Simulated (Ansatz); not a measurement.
# CH₃FSiTe: small, medium and large basis sets

Aim: see how fast density functionals converge with the basis set for CH₃FSiTe.

The runs use Ansatz 0.2.0, Gaussian basis; one geometry, several basis sets.

Plan: PBE0-D4/def2-SVP; ωB97M-V/def2-SVP; PBE0-D4/def2-QZVPP; ωB97M-V/def2-QZVPP; the functionals' def2-TZVPP values are taken from earlier runs.

### 1 The relaxed structure

An earlier PBE0-D4/def2-TZVP relaxation fixed the geometry. Te takes the def2 core potential; no spin-orbit term is included.

SMILES `FC1[SiH2][Te]1`, 7 atoms, charge 0, spin multiplicity 1.

Atoms are counted from 1 here; the program's logs count them from 0.

Bond lengths: F1–C2 1.359 Å, C2–Si3 1.860 Å, C2–Te4 2.233 Å, C2–H5 1.086 Å, Si3–Te4 2.434 Å, Si3–H6 1.479 Å, Si3–H7 1.481 Å. Angles: F1–C2–Si3 119.7°, F1–C2–Te4 115.3°, F1–C2–H5 110.7°, Si3–C2–Te4 72.3°, Si3–C2–H5 122.6°, Te4–C2–H5 109.6°, C2–Si3–Te4 60.9°, C2–Si3–H6 115.5°, C2–Si3–H7 118.6°, Te4–Si3–H6 118.7°, Te4–Si3–H7 119.8°, H6–Si3–H7 113.5°, C2–Te4–Si3 46.7°.

### 2 PBE0-D4 in def2-SVP

Contents of in.yaml:

```yaml
crystal:
  periodic: [false, false, false]
  atoms:
    - {symbol: F, position_ang: [-1.180018, -1.449381, 0.629295]}
    - {symbol: C, position_ang: [-0.359354, -0.808685, -0.244303]}
    - {symbol: Si, position_ang: [0.551214, 0.720076, 0.297684]}
    - {symbol: Te, position_ang: [-1.267179, 0.933224, -1.306248]}
    - {symbol: H, position_ang: [0.047445, -1.506458, -0.970980]}
    - {symbol: H, position_ang: [0.317529, 1.136789, 1.696954]}
    - {symbol: H, position_ang: [1.951662, 0.906436, -0.148102]}
basis:
  gaussian: {orbitals: def2-SVP}
hamiltonian: {xc: pbe0, dispersion: d4}
output: {orbitals: {seedname: orbitals}}
```

On the command line:

```console
> ansatz run in.yaml --threads 2 --pin off --events-out ev --progress --plain --max-ram 4352MiB
```

After this run come: ωB97M-V in def2-SVP; PBE0-D4 in def2-QZVPP; ωB97M-V in def2-QZVPP.

**Question.** What will the summary of the whole plan be? Wanted: PBE0-D4: double and triple zeta above quadruple; ωB97M-V: double and triple zeta above quadruple.

**Answer**, as computed:

```
                                       quantity          value
PBE0-D4: double and triple zeta above quadruple  8.23, 0.51 eV
ωB97M-V: double and triple zeta above quadruple  8.35, 0.49 eV
```

**Reading.** For PBE0-D4 the step from double to triple zeta gains 7.72 eV and the next only 0.51 eV. Total energies overstate the basis error of differences, where much of it tends to cancel.
